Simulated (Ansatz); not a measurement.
# AlBClH2N: the cost of one run

Method: the settings change from run to run; program: Ansatz 0.2.0, Gaussian basis.

## 1. The molecule

The structure was relaxed beforehand with PBE0-D4 in a triple-zeta def2 set.

SMILES `[Cl][Al]1[BH][NH]1`, 6 atoms, charge 0, spin multiplicity 1.

Atoms are counted from 1 here; the program's logs count them from 0.

Bond lengths: Cl1–Al2 2.088 Å, Al2–B3 1.988 Å, Al2–N4 1.805 Å, B3–N4 1.404 Å, B3–H5 1.191 Å, N4–H6 1.014 Å. Angles: Cl1–Al2–B3 173.4°, Cl1–Al2–N4 130.3°, B3–Al2–N4 43.1°, Al2–B3–N4 61.5°, Al2–B3–H5 164.7°, N4–B3–H5 133.8°, Al2–N4–B3 75.4°, Al2–N4–H6 158.5°, B3–N4–H6 126.1°.

## 2. PBE-QIDH/def2-TZVP

This run has atoms shaken by 0.03 Å, the search for lower states set to light.

The input, in.yaml:

```yaml
crystal:
  periodic: [false, false, false]
  atoms:
    - {symbol: Cl, position_ang: [-1.339905, -2.747221, 0.634210]}
    - {symbol: Al, position_ang: [-0.313431, -1.102305, -0.166023]}
    - {symbol: B, position_ang: [0.678348, 0.579727, -0.708609]}
    - {symbol: N, position_ang: [-0.046892, 0.544497, 0.503013]}
    - {symbol: H, position_ang: [1.223726, 1.403003, -1.295918]}
    - {symbol: H, position_ang: [-0.170412, 1.308769, 1.143740]}
basis:
  gaussian: {orbitals: def2-TZVP}
hamiltonian: {xc: {name: PBE-QIDH}}
scf: {lower_state_search: light}
output: {forces: true}
```

The run is started by

```console
ansatz run in.yaml --threads 2 --pin off --events-out ev --progress --plain --max-ram 4352MiB
```

Q: Estimate wall time and peak memory on 2 threads of Arm Neoverse V1, shared host.

About 8.5 s, with a peak of 0.47 GiB.
